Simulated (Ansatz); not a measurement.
# Al2Co: the cost of one run

Method: DFT PBE, scalar-relativistic, plane waves, PAW, in Ansatz 0.2.0.

## Step 1: The structure to begin with

It takes space group Fd-3m (No. 227, cubic). Conventional cell: a = 6.956 Å, b = 6.956 Å, c = 6.956 Å, α = 90.00°, β = 90.00°, γ = 90.00°. Al (site symmetry -3m) has 6 Al at 2.46 Å as nearest neighbours. Around Co (site symmetry -43m) lie 12 Al at 2.88 Å and 4 Co at 3.01 Å.

Coordinates:

```
CELL_PARAMETERS angstrom
0.00000 3.47800 3.47800
3.47800 0.00000 3.47800
3.47800 3.47800 0.00000
ATOMIC_POSITIONS crystal
Al 0.12500 0.12500 0.62500
Al 0.12500 0.12500 0.12500
Al 0.12500 0.62500 0.12500
Al 0.62500 0.12500 0.12500
Co 0.50000 0.50000 0.50000
Co 0.75000 0.75000 0.75000
```

Recipe of the guess: species swapped into a database cell of TaV2 (Fd-3m, No. 227), with Co on the Ta sites and Al on the V sites. Its size is a rough estimate.

## Step 2: A first look at the guess

Contents of input.yaml:

```yaml
crystal:
  lattice:
    - [0.0, 3.47800039, 3.47800039]
    - [3.47800039, 0.0, 3.47800039]
    - [3.47800039, 3.47800039, 0.0]
  atoms:
    - { symbol: Al, position: [0.125, 0.125, 0.625] }
    - { symbol: Al, position: [0.125, 0.125, 0.125] }
    - { symbol: Al, position: [0.125, 0.625, 0.125] }
    - { symbol: Al, position: [0.625, 0.125, 0.125] }
    - { symbol: Co, position: [0.5, 0.5, 0.5], spin: 3.0 }
    - { symbol: Co, position: [0.75, 0.75, 0.75], spin: 3.0 }
basis:
  ecutwfc: 420
kpoints:
  mp_grid: { grid: [4, 4, 4] }
hamiltonian:
  xc: pbe
scf:
  occupations: { method: gaussian, width: 0.1 }
  lower_state_search: "off"
output:
  forces: true
  stress: true
  eigenvalues: true
  populations: true
magnetization:
  spin_polarized: true
```

The run is started by

```bash
ansatz run input.yaml --threads 1 --pin off --max-ram 2560MiB --backend cpu --events-out ev --progress --plain --runs-dir out
```

**Question.** How long does this run take on 1 thread of Arm Neoverse V2, shared host, and how much memory does it need?

About 5.2 s, with a peak of 0.34 GiB.
